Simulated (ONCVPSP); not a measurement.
# Pseudopotential generation for Zn: ONCV, PBEsol

Aim: build the potential from the settings below, then test how well it stands in for the atom: other configurations, scattering, ghost states and the plane-wave cutoff that it needs.

Program: ONCVPSP 4.0.1. Reference atom: PBEsol, scalar-relativistic, spherical and spin-unpolarised. All values are calculated.

## Step 1: Starting point

Typed settings, in words:

| Property | Result |
| --- | --- |
| element | zinc (Zn, Z = 30) |
| type | optimised norm-conserving Vanderbilt (ONCV) |
| frozen core | [Ne] 3s2 |
| valence charge | 18 |
| reference configuration | 3p6 3d10 4s2 |
| partial waves | 4s: rc 2.15 bohr, ncon 4, nbas 7, qcut 3.3 1/bohr, 1 projector; 3p: rc 0.85 bohr, ncon 4, nbas 8, qcut 15 1/bohr, 1 projector; 3d: rc 1.50 bohr, ncon 3, nbas 7, qcut 8.7 1/bohr, 2 projectors, debl 3.1 Ha; f scattering state at 0.25 Ha: rc 2.35 bohr, ncon 4, nbas 7, qcut 4.1 1/bohr, 2 projectors, debl 1.2 Ha |
| local potential | polynomial inside 0.85 bohr (lpopt 5, dvloc0 6 Ha) |
| core correction | Teter function, fcfact 1.75, rcfact 1.1 |

An earlier all-electron run gives the scale for the radii.

All-electron outer shells of the reference configuration (PBEsol, scalar-relativistic, ld1.x):

```tsv
shell	level (eV)	outermost node (bohr)	outermost maximum (bohr)
3s	-128.92	0.28	0.59
3p	-83.26	0.25	0.59
3d	-10.17	–	0.56
4s	-6.00	0.85	2.09
4p	-1.07	0.92	3.04
```

## Step 2: Generating the potential

The input, Zn.dat:

```
# ATOM AND REFERENCE CONFIGURATION
# atsym  z   nc   nv     iexc    psfile
  Zn 30.00    4    3  -116133      upf
#
#   n    l    f
    1    0    2.00
    2    0    2.00
    2    1    6.00
    3    0    2.00
    3    1    6.00
    3    2   10.00
    4    0    2.00
#
# PSEUDOPOTENTIAL AND OPTIMIZATION
# lmax
    3
#
#   l,   rc,      ep,       ncon, nbas, qcut
    0    2.15    0.00    4    7    3.30
    1    0.85    0.00    4    8   15.00
    2    1.50    0.00    3    7    8.70
    3    2.35    0.25    4    7    4.10
#
# LOCAL POTENTIAL
# lloc, lpopt,  rc(5),   dvloc0
    4    5    0.85    6.00
#
# VANDERBILT-KLEINMAN-BYLANDER PROJECTORs
# l, nproj, debl
    0    1    2.70
    1    1    1.20
    2    2    3.10
    3    2    1.20
#
# MODEL CORE CHARGE
# icmod, fcfact, rcfact
    3    1.75    1.10
#
# LOG DERIVATIVE ANALYSIS
# epsh1, epsh2, depsh
   -5.00    5.00    0.04
#
# OUTPUT GRID
# rlmax, drl
    6.00    0.01
#
# TEST CONFIGURATIONS
# ncnf
    4
# nvcnf
#   n    l    f
    3
    3    1    6.00
    3    2   10.00
    4    0    1.00
#
    3
    3    1    6.00
    3    2   10.00
    4    0    0.00
#
    3
    3    1    6.00
    3    2    9.00
    4    0    0.00
#
    3
    3    1    5.00
    3    2   10.00
    4    0    2.00
#
```

On the command line:

```bash
oncvpsp.x < Zn.dat > Zn.out
```

What does the calculation give? Wanted: cutoffs for 1 and 0.1 mHa per electron, occupied waves; bound ghosts; GHOST(+) flags; largest test error; largest phase difference near zero energy, channels read; rms error of d²Exc/dn², without and with the model core.

As calculated:

```
                                                quantity                       value
  cutoffs for 1 and 0.1 mHa per electron, occupied waves             49 Ha and 87 Ha
                                            bound ghosts              s at -77.93 eV
                                          GHOST(+) flags                  f at 72 eV
                            largest test error (AE − PS)  -610 meV, for 3p5 3d10 4s2
largest phase difference near zero energy, channels read                   0.001 rad
 rms error of d²Exc/dn², without and with the model core           3.93 and 3.32 mHa
```

What this shows: A bound ghost (s) makes it unfit for use: electrons can fall into a state that the atom doesn't have. By total energies transferability is poor: the largest error is 610 meV on 91.9 eV, for 3p5 3d10 4s2. That test lies far up in energy; among those under 40 eV, nearer to bonding, the largest error is 3.9 meV. By its cutoff, 49 Ha for the looser tolerance, it is hard. At the looser tolerance the 3p wave is the slowest; 3d needs 35 Ha. Near zero energy the phases of the channels with partial waves that could be evaluated agree within 0.001 rad. The program also flags highly localised states, GHOST(+) (f). All of this concerns the isolated atom, not yet a solid.
